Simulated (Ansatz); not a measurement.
# WNH+ (doublet): from Hartree-Fock to the top rungs, def2-TZVPP

The task here is to estimate one member of a computed series from the others.

Computed with Ansatz 0.2.0, Gaussian basis. Level: def2-TZVPP, core rule «outside noble gas», up to 5 orbitals frozen.

To be run: UHF; ROHF; CCSD(T) on UHF.

2 further runs of the same task are left out: 2 set aside as unsound or not needed.

## What is computed

The geometry is a PBE0/def2-TZVP stationary point (not a proven minimum) of the parent state, kept for this charge and spin. No spin-orbit coupling is included. Elements past krypton take def2 core potentials.

3 atoms, charge 1, spin multiplicity 2.

Atoms are counted from 1 here; the program's logs count them from 0.

Bond lengths: W1–N2 1.684 Å, N2–H3 1.008 Å. Angles: W1–N2–H3 180.0°.

Set-up of the first run:

File in.yaml:

```yaml
crystal:
  periodic: [false, false, false]
  atoms:
    - {symbol: W, position_ang: [0.000000, 0.000000, 1.458467]}
    - {symbol: N, position_ang: [0.000000, 0.000000, -0.225333]}
    - {symbol: H, position_ang: [0.000000, 0.000000, -1.233133]}
basis:
  gaussian: {orbitals: def2-TZVPP}
total_charge: 1
magnetization: {spin_polarized: true, initial_magnetization: 1}
hamiltonian: {xc: hf}
output: {orbitals: {seedname: orbitals}}
```

Run with:

```
$ ansatz run in.yaml --threads 1 --pin off --events-out ev --progress --plain --max-ram 4096MiB --backend cpu
```

Among the steps run: UHF; ROHF; CCSD(T) on UHF.

One of the session's tables, all rows but one given; the rest of the session is left out.

| method | from UCCSD(T) (kJ/mol) |
| --- | --- |
| ROHF | ? |
| UMP2 | +140.0 |
| UCCSD | +89.3 |
| UCCSD(T) | 0 |

Estimate the missing values for ROHF.

As computed: from UCCSD(T) (kJ/mol): +1133.1. In the column «from UCCSD(T) (kJ/mol)» it is the highest.

Left out of the table: UHF (another determinant or state than the rows shown).

The program flags UCCSD(T) as in doubt (see the logs), so the zero of the table is itself unsure.

To keep in mind: The determinant is far from a pure spin state, so its energy mixes those of several spin states (harmless only where they are near-degenerate, as at dissociation). The program flags UCCSD(T) as in doubt, so the zero of the table is itself unsure. Warnings: spin contamination; coupled cluster took another determinant than the lowest.
